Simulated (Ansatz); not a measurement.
# Au: the cost of one run

Program: Ansatz 0.2.0. Level of theory: DFT LDA, scalar-relativistic, plane waves, PAW. These are calculated values, not measurements.

3 further runs of the same task are left out: 3 set aside as unsound or not needed.

## Step 1: The system as given

Symmetry: P6_3/mmc, No. 194, hexagonal system. Conventional cell: a = 2.837 Å, b = 2.837 Å, c = 4.762 Å, α = 90.00°, β = 90.00°, γ = 120.00°. Au (site symmetry -6m2) has 12 Au at 2.84 to 2.89 Å as nearest neighbours.

As a file:

```
Au
1.0
     1.41831   -2.45715    0.00000
     1.41831    2.45715    0.00000
     0.00000    0.00000    4.76197
Au
2
Direct
  0.66660 0.33340 0.25000
  0.33340 0.66660 0.75000
```

It goes back to an entry of the Materials Project, which need not be the stable form.

It is the result of an earlier relaxation at this level (volume 16.60 Å³/atom; gap on the mesh: none (metal)).

## Step 2: Phonons at Γ, at rest

File input.yaml:

```yaml
crystal:
  lattice:
    - [1.4183127379, -2.4571513993, 0.0]
    - [1.4183127379, 2.4571513993, 0.0]
    - [0.0, 0.0, 4.7619670139]
  atoms:
    - { symbol: Au, position: [0.6665992177, 0.3334007823, 0.25] }
    - { symbol: Au, position: [0.3334007823, 0.6665992177, 0.75] }
basis:
  ecutwfc: 420
kpoints:
  mp_grid: { grid: [18, 18, 10] }
hamiltonian:
  xc: lda
scf:
  occupations: { method: fermi_dirac, width: 0.15 }
output:
  eigenvalues: true
phonons:
  method: dfpt
  eigenvectors: true
```

Command:

```console
$ ansatz run input.yaml --threads 1 --pin off --max-ram 3072MiB --backend cpu --events-out ev --progress --plain --runs-dir out
```

**Question.** How long does this run take on 1 thread of Arm Neoverse V2, shared host, and how much memory does it need?

About 97 s, with a peak of 1.2 GiB.
